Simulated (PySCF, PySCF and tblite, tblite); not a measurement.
# C2H10SSi3: a path driven as rotation about a bond, and NMR exchange, part 2 of 2

PySCF and tblite. Atoms count from 0. The steps go on from the part before.

## 7. Shieldings, saddle of leg 1: BP86/pcSseg-1 in dimethylsulfoxide

What the job is given:

```
{"job": {"kind": "nmr", "xc": "BP86", "basis": "pcSseg-1", "solvent": "dimethylsulfoxide", "pop": false}, "charge": 0, "multiplicity": 1}
C      2.421778    -0.404183    -0.804967
C      1.963309     0.533068     0.001393
S      1.327824     0.192259     1.618486
Si    -0.775614    -0.038967     1.067068
Si    -0.999228    -1.989787    -0.187001
Si    -1.518740     1.971722     0.154371
H      2.418704    -1.442601    -0.519044
H      2.825487    -0.164033    -1.774418
H      1.972924     1.583287    -0.252916
H     -1.284889    -0.220774     2.432477
H     -0.513948    -1.792371    -1.557456
H     -0.296834    -3.159290     0.345360
H     -2.421361    -2.328733    -0.274726
H     -2.974498     1.917559     0.009364
H     -0.954126     2.171705    -1.185911
H     -1.190789     3.171140     0.927920
```

Output:

```text
coarse grid: 14872 points
cycle   1  E = -1348.8654387444  dE =  1.556e-01  |g| = 3.863e-01  |ddm| = 3.686e+00
cycle   2  E = -1348.8301345021  dE =  3.530e-02  |g| = 5.196e-01  |ddm| = 1.018e+00
cycle   3  E = -1348.9070899409  dE = -7.696e-02  |g| = 8.569e-02  |ddm| = 6.881e-01
cycle   4  E = -1348.9087979125  dE = -1.708e-03  |g| = 4.948e-02  |ddm| = 1.294e-01
cycle   5  E = -1348.9094190099  dE = -6.211e-04  |g| = 1.286e-02  |ddm| = 5.301e-02
cycle   6  E = -1348.9094640218  dE = -4.501e-05  |g| = 2.837e-03  |ddm| = 1.739e-02
cycle   7  E = -1348.9094662101  dE = -2.188e-06  |g| = 9.207e-04  |ddm| = 5.047e-03
final grid: 123664 points
cycle   8  E = -1348.9581243900  dE = -2.514e-05  |g| = 3.632e-03  |ddm| = 2.575e-02
cycle   9  E = -1348.9581212325  dE =  3.157e-06  |g| = 4.563e-03  |ddm| = 7.407e-03
cycle  10  E = -1348.9581266581  dE = -5.426e-06  |g| = 1.022e-03  |ddm| = 5.362e-03
cycle  11  E = -1348.9581268693  dE = -2.112e-07  |g| = 5.220e-04  |ddm| = 1.342e-03
cycle  12  E = -1348.9581269438  dE = -7.453e-08  |g| = 8.089e-05  |ddm| = 5.053e-04
cycle  13  E = -1348.9581269456  dE = -1.732e-09  |g| = 1.996e-05  |ddm| = 1.221e-04
cycle  14  E = -1348.9581269457  dE = -9.572e-11  |g| = 1.982e-06  |ddm| = 2.395e-05
converged SCF energy = -1348.9581269457

GIAO shielding tensors (ppm)
atom      isotropic    diamagn.    paramagn.     s11        s22        s33       span
  0 C       44.718     256.006    -211.287    -70.527     58.037    146.645    217.172
  1 C       46.027     261.710    -215.683    -60.495     53.108    145.467    205.962
  2 S      580.702    1060.055    -479.353    451.359    477.179    813.568    362.209
  3 Si     375.301     881.455    -506.154    289.263    394.655    441.986    152.724
  4 Si     446.513     881.557    -435.044    414.443    460.266    464.830     50.387
  5 Si     447.462     881.300    -433.838    414.279    462.452    465.654     51.375
  6 H       25.494      31.982      -6.488     20.599     25.912     29.971      9.372
  7 H       25.424      30.121      -4.697     21.954     25.016     29.300      7.346
  8 H       24.968      32.577      -7.609     22.286     23.951     28.667      6.381
  9 H       26.472      29.674      -3.202     23.479     24.429     31.509      8.030
 10 H       28.030      30.824      -2.794     24.967     27.061     32.061      7.094
 11 H       28.058      29.741      -1.684     24.770     25.890     33.513      8.743
 12 H       28.119      29.415      -1.296     24.374     25.962     34.022      9.648
 13 H       28.137      29.254      -1.117     24.402     26.023     33.986      9.584
 14 H       27.889      30.426      -2.537     24.515     26.970     32.181      7.666
 15 H       27.996      29.302      -1.306     24.700     25.771     33.516      8.816
```

Wall time 16 s (1 thread of Intel Xeon 6975P-C, shared host); peak memory 0.75 GiB.

This run: HOMO -5.82 eV, LUMO -1.74 eV; dipole 2.12 D.

## 8. Shieldings, end: BP86/pcSseg-1 in dimethylsulfoxide

What the job is given:

```
{"job": {"kind": "nmr", "xc": "BP86", "basis": "pcSseg-1", "solvent": "dimethylsulfoxide", "pop": false}, "charge": 0, "multiplicity": 1}
C      1.935884     0.089154    -0.915851
C      2.276067     0.269931     0.350085
S      1.243949     0.294662     1.756632
Si    -0.786694    -0.015962     0.984991
Si    -0.907345    -2.119210    -0.017879
Si    -1.465713     1.910132    -0.138728
H      0.920100    -0.070486    -1.238272
H      2.687562     0.094941    -1.686303
H      3.305812     0.426791     0.636254
H     -1.423206    -0.056560     2.310157
H     -1.376530    -1.956784    -1.399415
H      0.369435    -2.833507    -0.074993
H     -1.871097    -2.984641     0.664600
H     -2.839521     1.689811    -0.599425
H     -0.649955     2.196387    -1.322619
H     -1.458194     3.123252     0.680498
```

Output:

```text
coarse grid: 14872 points
cycle   1  E = -1348.8628840603  dE =  1.732e-01  |g| = 4.059e-01  |ddm| = 3.701e+00
cycle   2  E = -1348.8155094737  dE =  4.737e-02  |g| = 5.660e-01  |ddm| = 1.104e+00
cycle   3  E = -1348.9081312900  dE = -9.262e-02  |g| = 9.122e-02  |ddm| = 7.911e-01
cycle   4  E = -1348.9102436270  dE = -2.112e-03  |g| = 4.755e-02  |ddm| = 1.523e-01
cycle   5  E = -1348.9108290479  dE = -5.854e-04  |g| = 1.403e-02  |ddm| = 5.982e-02
cycle   6  E = -1348.9108802874  dE = -5.124e-05  |g| = 3.991e-03  |ddm| = 1.764e-02
cycle   7  E = -1348.9108852359  dE = -4.949e-06  |g| = 1.332e-03  |ddm| = 5.982e-03
final grid: 123664 points
cycle   8  E = -1348.9599256184  dE = -2.992e-05  |g| = 3.423e-03  |ddm| = 3.132e-02
cycle   9  E = -1348.9599217605  dE =  3.858e-06  |g| = 4.587e-03  |ddm| = 7.539e-03
cycle  10  E = -1348.9599273927  dE = -5.632e-06  |g| = 1.345e-03  |ddm| = 5.809e-03
cycle  11  E = -1348.9599278531  dE = -4.604e-07  |g| = 5.254e-04  |ddm| = 1.670e-03
cycle  12  E = -1348.9599279308  dE = -7.765e-08  |g| = 7.328e-05  |ddm| = 5.728e-04
cycle  13  E = -1348.9599279321  dE = -1.327e-09  |g| = 2.893e-05  |ddm| = 1.281e-04
cycle  14  E = -1348.9599279323  dE = -1.958e-10  |g| = 5.211e-06  |ddm| = 3.629e-05
converged SCF energy = -1348.9599279323

GIAO shielding tensors (ppm)
atom      isotropic    diamagn.    paramagn.     s11        s22        s33       span
  0 C       65.206     258.527    -193.321    -30.629     70.018    156.230    186.859
  1 C       45.450     259.415    -213.966    -61.266     47.122    150.494    211.760
  2 S      545.857    1060.070    -514.212    401.486    471.146    764.940    363.453
  3 Si     399.157     881.771    -482.614    322.683    421.580    453.207    130.524
  4 Si     444.665     881.119    -436.454    419.269    448.375    466.350     47.081
  5 Si     449.575     880.951    -431.376    418.917    464.199    465.610     46.693
  6 H       26.612      34.963      -8.352     24.517     25.724     29.594      5.077
  7 H       26.080      29.469      -3.389     24.233     24.564     29.444      5.210
  8 H       25.095      29.153      -4.058     21.520     24.981     28.785      7.264
  9 H       26.789      29.885      -3.096     23.953     24.716     31.696      7.743
 10 H       27.827      29.621      -1.794     24.470     26.013     32.998      8.528
 11 H       27.965      29.627      -1.662     23.756     27.498     32.642      8.886
 12 H       27.925      28.967      -1.042     24.324     25.359     34.092      9.768
 13 H       28.159      28.982      -0.823     24.424     26.098     33.954      9.530
 14 H       27.780      29.476      -1.696     23.595     27.483     32.262      8.667
 15 H       28.120      28.914      -0.794     24.606     25.757     33.996      9.390
```

Run time: 16 s. Hardware: 1 thread of Intel Xeon 6975P-C, shared host; peak memory 0.76 GiB.

Key values: HOMO -5.60 eV, LUMO -1.69 eV; dipole 1.61 D.

## 9. The path in numbers

What the job is given:

```
{"job": {"smiles": "C=CS[SiH]([SiH3])[SiH3]", "charge": 0, "mult": 1, "motion": "rotation", "what": "enol ether", "atoms": [1, 2], "drives": [{"terms": [["t", [0, 1, 2, 3], 0.5], ["t", [8, 1, 2, 3], 0.5]], "by": 180, "n": 12}], "study": "path", "level": {"kind": "nmr", "xc": "BP86", "basis": "pcSseg-1", "solvent": "dimethylsulfoxide"}, "fields": [60, 90, 800], "first": 4, "seed": 687, "kind": "path"}, "charge": 0, "multiplicity": 1}
C      3.127293     0.065490    -0.648446
C      1.848876     0.030029    -0.312033
S      1.299415    -0.158150     1.343595
Si    -0.870810    -0.115895     1.042834
Si    -1.459258    -2.001525    -0.196951
Si    -1.445421     2.004722     0.261047
H      3.903585    -0.020320     0.091357
H      3.431456     0.181925    -1.674109
H      1.060857     0.115080    -1.046987
H     -1.244549    -0.276877     2.453458
H     -0.933687    -1.926889    -1.565216
H     -1.001139    -3.274942     0.360503
H     -2.919858    -2.046758    -0.296558
H     -2.905467     2.077642     0.169614
H     -0.914089     2.238400    -1.086944
H     -0.984802     3.117012     1.093425
```

Output:

```text
stationary points (kcal/mol above the start)
  n  kind          group   xTB      DFT    lowest mode
  0  minimum      Cs       0.00     0.00      28.3
  1  saddle       C1       1.53     0.86     -63.1
  2  minimum      C1      -1.29    -0.63     -29.2

GFN2-xTB energies: T/K, barrier G, reaction G (kcal/mol), k forward, k back (1/s)
 150.00     1.83    -0.79   1.33e+10   4.64e+08
 200.00     1.99    -0.71   5.62e+10   4.68e+09
 250.00     2.15    -0.64   1.37e+11    1.9e+10
 298.15     2.32    -0.57   2.48e+11   4.76e+10
 350.00     2.51    -0.50   3.97e+11   9.69e+10
 400.00     2.69    -0.44   5.63e+11   1.62e+11
 500.00     3.08    -0.33   9.35e+11   3.36e+11

BP86/pcSseg-1 + D3(BJ), IEF-PCM dimethylsulfoxide energies: T/K, barrier G, reaction G (kcal/mol), k forward, k back (1/s)
 150.00     1.16    -0.13   1.27e+11   4.07e+10
 200.00     1.32    -0.05   3.05e+11   1.34e+11
 250.00     1.48     0.02    5.3e+11   2.78e+11
 298.15     1.65     0.09   7.71e+11   4.51e+11
 350.00     1.83     0.16   1.04e+12   6.59e+11
 400.00     2.02     0.22   1.31e+12   8.68e+11
 500.00     2.41     0.33   1.84e+12   1.29e+12
```

It took 67 s on 1 thread of Intel Xeon 6975P-C, shared host; peak memory 0.76 GiB. This counts the whole study up to here.

Barriers by level (kcal/mol; entropies in cal/(mol K)). Zero-point and thermal terms come from xTB in every row. ΔG‡ leaves symmetry out; the rate counts equivalent paths (a factor of 2); effective ΔG‡, where given, is the barrier that would give that rate by Eyring's equation alone:

| level | ΔE‡ | with zero-point | ΔH‡ | ΔS‡ | ΔG‡ (298 K) | ΔE of reaction | k at 298 K (1/s) | effective ΔG‡ |
| --- | --- | --- | --- | --- | --- | --- | --- | --- |
| GFN2-xTB | 1.53 | 1.51 | 0.92 | -4.7 | 2.32 | -1.29 | 2.5e+11 | 1.91 |
| BP86/pcSseg-1 + D3(BJ), IEF-PCM dimethylsulfoxide | 0.86 | 0.84 | 0.25 | -4.7 | 1.65 | -0.63 | 7.7e+11 | 1.24 |

Sites that the driver pairs across this motion, and where their lines would merge (no couplings; faster rotations or exchange between molecules can average them sooner):

| nucleus | sites: shielding (ppm) | proton frequency (MHz) | spread (Hz) | coalescence (K) | lines at 298 K |
| --- | --- | --- | --- | --- | --- |
| 29Si | Si3: 379.1; Si3 (end): 399.2 | 800 | 3187 | below 40 | – |
| 29Si | Si4, Si5: 445.9; Si4 (end): 444.7; Si5 (end): 449.6 | 800 | 781 | below 40 | 1 |
| 13C | C0: 62.4; C0 (end): 65.2 | 800 | 568 | below 40 | – |
| 13C | C1: 42.8; C1 (end): 45.5 | 800 | 533 | below 40 | – |
| 1H | H6: 26.07; H6 (end): 26.61 | 800 | 434 | below 40 | – |
| 1H | H9: 26.58; H9 (end): 26.79 | 800 | 168 | below 40 | – |
| 1H | H7: 25.88; H7 (end): 26.08 | 800 | 158 | below 40 | – |
| 1H | H8: 25.29; H8 (end): 25.09 | 800 | 153 | below 40 | – |

Rows that set an atom against itself at the end compare its shielding in the two forms.

## 10. Summary of results

This closing draws on all 2 parts.

```
                                                   quantity                             value
barrier (BP86/pcSseg-1 + D3(BJ), IEF-PCM dimethylsulfoxide)  ΔE‡ 0.9, ΔG‡(298 K) 1.6 kcal/mol
                                         barrier (GFN2-xTB)                  ΔE‡ 1.5 kcal/mol
                                              rate at 298 K                       7.7e+11 s⁻¹
                                            end of the path      -0.6 kcal/mol from the start
```

**Reading.** DFT puts the top 0.9 kcal/mol above the start (xTB: 1.5); the rate from the DFT barrier is 7.7e+11 s⁻¹ at 298 K. An error of 1.4 kcal/mol changes that rate tenfold. A minimum keeps an imaginary mode.
